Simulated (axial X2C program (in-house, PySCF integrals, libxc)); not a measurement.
# TcTe: Ω levels from open-shell CI on d5 s0 p(π)0

Aim: the spin–orbit levels of TcTe that arise from the configuration d5 s0 p(π)0 of Tc, and how they move with the bond.

The runs use an in-house X2C program for linear molecules on PySCF integrals; two-component X2C, average-of-configuration Hartree–Fock and CI in the open shells.

All values are calculated.

## (1) Set-up

task.json reads:

```json
{"zs": [43, 52], "q": 0, "bas": ["dyall-v3z", "dyall-v3z"], "r0": 2.48, "metal": 0, "shells": [[2, [0, 1, 2], 5], [0, [0], 0], [1, [1], 0]], "fix": 0, "emax": 3.2, "nroots": 4}
```

Keys: zs atomic numbers; q charge; bas basis sets; r0 starting distance in Å; metal index of the metal atom; shells open shells as [l, |m| values, electrons]; fix electron count of the first shell held; emax energy window in eV; nroots roots for each Ω.

Launch:

```console
> python soci.py task.json out
```

Two-component X2C with atomic mean-field Coulomb and Gaunt terms, basis Tc dyall-v3z, Te dyall-v3z (cores contracted in-house). Orbitals come from Hartree–Fock averaged over the configuration Tc d5 s0 p(π)0; CI then distributes these electrons over the d, s, p(π) shells of Tc.

## (2) CI at R = 2.506 Å

Q: Predict the outcome of this session. Wanted: lowest level of the model; next level; lowest curve, Re and ωe.

As calculated:

| quantity | value |
| --- | --- |
| lowest level of the model | Ω = 1/2, g∥ = 2.00, 100% d5 |
| next level | Ω = 3/2, 29 cm⁻¹ higher |
| lowest curve, Re and ωe | 2.561 Å, 232.7 cm⁻¹ |

**Reading.** In the lowest level ⟨Sz⟩ = 0.50 and ⟨Lz⟩ = 0.00; its leading determinant has weight 0.11 among 649. From 2.506 to 2.957 Å the gap from the lowest to the fifth level goes from 16816 to 18689 cm⁻¹. Without dynamic correlation distances can be off by several hundredths of an Å, and the wavenumbers are rough. Dynamic correlation is missing, so gaps between terms are too wide and other configurations may lie lower; the lowest level listed is that of this model, not necessarily the ground state. For d shells the ligand-field splittings (σ, π, δ) and their order can be off by a thousand cm⁻¹ or more. At most 4 roots were kept for each Ω > 0 (twice that for Ω = 0) within 3.2 eV of the lowest, so higher up levels can be missing between those listed; levels with Ω > 0 are doubly degenerate and listed once, Ω = 0 levels singly. Some active spinors are only partly of the character that their shell is named for, so the shell names and counts are nominal. States that fill the shells left empty in the average are placed too high.
